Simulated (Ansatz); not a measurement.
# TiO2 (titanium dioxide): revPBE/aug-cc-pVDZ

What is the vertical ionisation energy of TiO2 (titanium dioxide) at revPBE/aug-cc-pVDZ? 

Program for the calculation: Ansatz 0.2.0.

### Step 1. The structure to begin with

The species is TiO2 (3 atoms), meant as a singlet with charge 0. SMILES: `[O]=[Ti]=[O]`. Geometry: relaxed at PBE0-D4/def2-TZVP.

Bond lengths: O1–Ti2 1.628 Å, Ti2–O3 1.628 Å. Angles: O1–Ti2–O3 111.8°.

### Step 2. The energy at revPBE/aug-cc-pVDZ

File job.yaml:

```yaml
crystal:
  periodic: [false, false, false]
  atoms:
    - {symbol: O, position_ang: [0.921000, 0.928800, 0.444600]}
    - {symbol: Ti, position_ang: [0.135000, -0.492000, 0.331600]}
    - {symbol: O, position_ang: [-1.056100, -0.436800, -0.776200]}
basis:
  gaussian:
    orbitals: aug-cc-pVDZ
hamiltonian:
  xc: {name: revPBE}
accuracy: high
output: {orbitals: {seedname: orbitals}}
```

Run with:

```sh
$ ansatz run job.yaml --threads 1 --pin off --max-ram 3480MiB --events-out events.jsonl --progress --plain --runs-dir runs
```

Output:

```text
Warning: RAYON_NUM_THREADS=1 ignored (pool sized by the plan → 1); use --threads N
Functional definition: revPBE
  name "revPBE"
  parameter kappa = 1.245
  parameter beta = 0.06672455060314922
  exchange = pbe_x(kappa = kappa, mu = beta*pi^2/3)
  correlation = pbe_c(beta = beta)
2041 factors; integrals over basis functions are off by at most 3.3e-9 eV
mean field evaluation 1: about -27191.1657 eV, gradient 9.9e1 eV
mean field evaluation 2: about -26684.2590 eV, gradient 4.6e2 eV
mean field evaluation 4: about -27206.1388 eV, gradient 3.2e1 eV
mean field evaluation 8: about -27208.2156 eV, gradient 1.9e0 eV
mean field evaluation 16: about -27208.2223 eV, gradient 2.9e-4 eV
mean field -27208.22232869 eV, -999.8837281839 hartree, gradient 3.0e-8 eV, S^2 0.000000; 0 other end points of the search recorded, 0 dependent functions left out
reference -27208.22233883 eV, -999.8837285566 hartree; 19, 19 occupied and 86, 86 virtual orbitals, 2041 factors
Total energy: -27208.22233883 eV, -999.8837285566 hartree
```

Wall time 11 s (1 thread of Arm Neoverse V2, shared host); peak memory 0.28 GiB.

### Step 3. The doublet cation

File input.yaml:

```yaml
crystal:
  periodic: [false, false, false]
  atoms:
    - symbol: O
      position_ang: [0.921000, 0.928800, 0.444600]
    - symbol: Ti
      position_ang: [0.135000, -0.492000, 0.331600]
    - symbol: O
      position_ang: [-1.056100, -0.436800, -0.776200]
basis:
  gaussian:
    orbitals: aug-cc-pVDZ
total_charge: 1
magnetization:
  spin_polarized: true
  initial_magnetization: 1
hamiltonian:
  xc: {name: revPBE}
accuracy: high
output:
  orbitals: {seedname: orbitals}
```

Run with:

```sh
$ ansatz run input.yaml --threads 1 --pin off --max-ram 3480MiB --events-out events.jsonl --progress --plain --runs-dir runs
```

Output, cut to the lines that bear on the results:

```text
Warning: RAYON_NUM_THREADS=1 ignored (pool sized by the plan → 1); use --threads N
[... 6 set-up lines as earlier in the session ...]
2041 factors; integrals over basis functions are off by at most 3.3e-9 eV
mean field evaluation 1: about -27171.8780 eV, gradient 8.5e1 eV
mean field evaluation 2: about -26589.1340 eV, gradient 3.4e2 eV
mean field evaluation 4: about -27196.4093 eV, gradient 2.7e1 eV
mean field evaluation 8: about -27198.6522 eV, gradient 5.7e-1 eV
mean field evaluation 16: about -27198.6535 eV, gradient 3.9e-4 eV
mean field evaluation 32: about -27197.5721 eV, gradient 3.5e-1 eV
mean field evaluation 64: about -27197.3356 eV, gradient 1.1e-3 eV
mean field -27198.65354591 eV, -999.5320819025 hartree, gradient 2.9e-8 eV, S^2 0.770417; 4 other end points of the search recorded, 0 dependent functions left out
reference -27198.65355376 eV, -999.5320821910 hartree; 19, 18 occupied and 86, 87 virtual orbitals, 2041 factors
Total energy: -27198.65355376 eV, -999.5320821910 hartree
```

Wall time 35 s (1 thread of Arm Neoverse V2, shared host); peak memory 0.37 GiB.

### Step 4. Results

At revPBE/aug-cc-pVDZ:

```
                                          quantity          value
                        singlet TiO2: total energy  -999.88373 Eh
                         singlet TiO2: HOMO energy       -5.72 eV
                         singlet TiO2: LUMO energy       -3.43 eV
                       singlet TiO2: HOMO–LUMO gap        2.29 eV
                      doublet cation: total energy  -999.53208 Eh
doublet cation: HOMO energy (highest over α and β)      -14.88 eV
 doublet cation: LUMO energy (lowest over α and β)      -13.48 eV
                              doublet cation: ⟨S²⟩          0.770
vertical ionisation energy (to the doublet cation)       9.569 eV
```

Removing an electron at fixed nuclei costs 9.57 eV (221 kcal/mol). The negative HOMO energy of the first species, 5.72 eV, lies 3.85 eV below that difference.
